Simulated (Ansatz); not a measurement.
# Rb16N: the cost of one run

All numbers below are computed with Ansatz 0.2.0 (DFT PBE, plane waves, PAW, scalar-relativistic, no spin polarisation).

## Step 1: Starting point

The cell holds 17 atoms (NRb16): a = 11.180 Å, b = 11.180 Å, c = 11.180 Å, α = 90.00°, β = 90.00°, γ = 90.00°.

As a file:

```cif
data_structure
_symmetry_space_group_name_H-M 'P 1'
_symmetry_Int_Tables_number 1
_cell_length_a 11.1800
_cell_length_b 11.1800
_cell_length_c 11.1800
_cell_angle_alpha 90.000
_cell_angle_beta 90.000
_cell_angle_gamma 90.000
_cell_volume 1397.42
loop_
_atom_site_label
_atom_site_type_symbol
_atom_site_fract_x
_atom_site_fract_y
_atom_site_fract_z
_atom_site_occupancy
Rb1 Rb 0.00000 0.00000 0.00000 1
Rb2 Rb 0.50000 0.00000 0.00000 1
Rb3 Rb 0.00000 0.50000 0.00000 1
Rb4 Rb 0.00000 0.00000 0.50000 1
Rb5 Rb 0.25000 0.25000 0.25000 1
Rb6 Rb 0.50000 0.50000 0.00000 1
Rb7 Rb 0.50000 0.00000 0.50000 1
Rb8 Rb 0.75000 0.25000 0.25000 1
Rb9 Rb 0.00000 0.50000 0.50000 1
Rb10 Rb 0.25000 0.75000 0.25000 1
Rb11 Rb 0.25000 0.25000 0.75000 1
Rb12 Rb 0.50000 0.50000 0.50000 1
Rb13 Rb 0.75000 0.75000 0.25000 1
Rb14 Rb 0.75000 0.25000 0.75000 1
Rb15 Rb 0.25000 0.75000 0.75000 1
Rb16 Rb 0.75000 0.75000 0.75000 1
N1 N 0.99844 0.62610 0.75463 1
```

## Step 2: Relaxing end A

input.yaml reads:

```yaml
crystal:
  lattice:
    - [11.18, 0.0, 0.0]
    - [0.0, 11.18, 0.0]
    - [0.0, 0.0, 11.18]
  atoms:
    - { symbol: Rb, position: [0.0, 0.0, 0.0] }
    - { symbol: Rb, position: [0.5, 0.0, 0.0] }
    - { symbol: Rb, position: [0.0, 0.5, 0.0] }
    - { symbol: Rb, position: [0.0, 0.0, 0.5] }
    - { symbol: Rb, position: [0.25, 0.25, 0.25] }
    - { symbol: Rb, position: [0.5, 0.5, 0.0] }
    - { symbol: Rb, position: [0.5, 0.0, 0.5] }
    - { symbol: Rb, position: [0.75, 0.25, 0.25] }
    - { symbol: Rb, position: [0.0, 0.5, 0.5] }
    - { symbol: Rb, position: [0.25, 0.75, 0.25] }
    - { symbol: Rb, position: [0.25, 0.25, 0.75] }
    - { symbol: Rb, position: [0.5, 0.5, 0.5] }
    - { symbol: Rb, position: [0.75, 0.75, 0.25] }
    - { symbol: Rb, position: [0.75, 0.25, 0.75] }
    - { symbol: Rb, position: [0.25, 0.75, 0.75] }
    - { symbol: Rb, position: [0.75, 0.75, 0.75] }
    - { symbol: "N", position: [-0.0015649, 0.6260971, 0.7546329] }
basis:
  ecutwfc: 420.0
kpoints:
  mp_grid: { grid: [2, 2, 2] }
hamiltonian:
  xc: pbe
scf:
  occupations: { method: fermi_dirac, width: 0.1 }
  lower_state_search: "off"
relax:
  f_tol: 0.03
  max_steps: 60
  adjacent_minimum: "off"
```

Run with:

```
$ ansatz run input.yaml --threads 4 --pin off --max-ram 10240MiB --backend cpu --events-out ev --progress --plain --runs-dir out
```

Q: Estimate wall time and peak memory on 4 threads of Intel Xeon Platinum 8488C (Sapphire Rapids), shared host.

About 1.7 min, with a peak of 3 GiB.
